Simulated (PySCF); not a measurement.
# C7H8NSi: the cost of one run

Computed with PySCF 2.14.0 and routines of our own; the level stands in each step. Atoms count from 0.

## 1. The starting structure

17 atoms, charge 0, multiplicity 2; geometry from: GFN2-xTB.

## 2. Open-shell or spin-flip excitations: unrestricted TDDFT wB97X-D/def2-SVP

Job settings and geometry (Å):

```
{"job": {"kind": "uabs", "xc": "wB97X-D", "basis": "def2-SVP", "nstates": 10, "tda": false}, "charge": 0, "multiplicity": 2}
N      1.180435     2.856340    -0.497756
C      1.227246     1.642135    -0.137657
C      0.175809     0.644306    -0.062687
C     -1.164405     1.023116    -0.172923
C     -2.187716     0.108590    -0.071616
C     -1.885270    -1.236007     0.152313
C     -0.578340    -1.637226     0.261543
C      0.494206    -0.726382     0.151133
Si     2.188897    -1.412934     0.270491
H      0.260195     3.179623    -0.794341
H      2.215270     1.295717     0.164511
H     -1.403236     2.067773    -0.324321
H     -3.215766     0.426849    -0.156840
H     -2.683238    -1.958933     0.239419
H     -0.358751    -2.682497     0.434132
H      2.286013    -2.837598     0.538022
H      3.441653    -0.740843    -0.003331
```

Method: unrestricted TDDFT wB97X-D/def2-SVP, vertical, gas phase, core orbitals frozen in the response.

Command:

```sh
$ OMP_NUM_THREADS=1 python excited_run.py task.json out
```

One launch serves the whole session: the jobs run in the order shown.

**Question.** How long does this first job take on 1 thread of Intel Xeon Platinum 8488C, shared host, and how much memory does it need?

About 1.8 min, with a peak of 0.72 GiB.
